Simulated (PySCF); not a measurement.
# [Ho(NH3)]3+: other functionals and bases at one geometry

The task here is to estimate one member of a computed series from the others.

Method: several levels, as the steps say, no spin–orbit coupling; program: PySCF 2.14.0.

1 further run of the same task is left out (for a known fault of the program).

### Where the work starts

5 atoms, charge 3, spin multiplicity 1.

Bond lengths: Ho1–N2 2.298 Å, N2–H3 1.049 Å, N2–H4 1.049 Å, N2–H5 1.049 Å. Angles: Ho1–N2–H3 116.1°, Ho1–N2–H4 116.1°, Ho1–N2–H5 116.1°, H3–N2–H4 102.1°, H3–N2–H5 102.1°, H4–N2–H5 102.1°.

Geometry (Å):

```xyz
5
H3HoN
Ho    0.0000    0.0000   -0.1202
N     0.0000    0.0000    2.1777
H     0.9417    0.0000    2.6387
H    -0.4709    0.8155    2.6387
H    -0.4708   -0.8156    2.6387
```

Formal oxidation states: Ho +3. Each metal's 10 4f electrons lie in its core potential, so multiplicities, spins and levels count the valence alone. An earlier session relaxed this geometry at PBE0, Ho lcecp-1-SVP with ECP56, N def2-SVP, H def2-SVP (singlet, point group C3v).

At PBE0 on the finer grid: E = -92.773150 Eh, HOMO -28.07 eV, LUMO -20.41 eV, Mulliken charge on Ho1 +2.46 e, largest force component 0.007 eV/Å. 

Levels to run: revPBE; M06-L; PBE0, TZVP. Hardware: 2 threads of Arm Neoverse V1, shared host.

Set-up of the first run:

run.py (the lines that set the calculation) reads:

```python
mol = gto.M(atom='''
Ho     0.00000     0.00000    -0.12015
N      0.00000     0.00000     2.17769
H      0.94174     0.00004     2.63868
H     -0.47090     0.81555     2.63868
H     -0.47084    -0.81558     2.63868''',
    basis={'Ho': 'lcecp-1-SVP', 'N': 'def2-SVP', 'H': 'def2-SVP'},
    ecp={'Ho': 'lcecp-1-SVP'},
    charge=3, spin=0)
mf = dft.RKS(mol, xc='PBE_R,PBE')
mf.grids.atom_grid = (75, 302)  # f atoms: unpruned, at least (60, 302)
mf = mf.density_fit()  # fitting sets: Ho AutoAux, N def2-universal-JKFIT, H def2-universal-JKFIT
mf.conv_tol = 1e-08; mf.max_cycle = 55
mf.kernel(dm0)  # dm0: the density of the relaxed state
```

The run is started by

```sh
> OMP_NUM_THREADS=2 python run.py
```

Steps of the session up to this table: revPBE; M06-L; PBE0, TZVP.

One table of the session follows, with a row left open; its other results are not shown here.

```
              level  HOMO (eV)  gap (eV)  charge on Ho1 (e)  dipole (D)  largest force component (eV/Å)
PBE0 (relaxed here)     -28.07      7.66               2.46        3.98                            0.01
             revPBE     -26.65      5.16               2.41        4.29                            0.35
              M06-L          ?         ?                  ?           ?                               ?
         PBE0, TZVP     -27.98      7.62               2.55        4.06                            0.32
```

Q: Estimate the row for M06-L from the others.

As computed: HOMO (eV): -26.80; gap (eV): 5.93; charge on Ho1 (e): 2.49; dipole (D): 3.87; largest force component (eV/Å): 0.21. In the column «HOMO (eV)» it lies between PBE0, TZVP (-27.98) and revPBE (-26.65).

The dipole of a charged species depends on the origin, so these sizes hold for this origin alone.

In one basis the HOMO–LUMO gap runs from 5.16 eV (revPBE) to 7.66 eV (PBE0). The largest leftover force, 0.35 eV/Å with revPBE, stands at a geometry relaxed at another level. With 4f in the core, its levels are missing from HOMO and gap, and its count is fixed, so no charge can pass from the ligands into it. Total energies of different levels can't be compared.
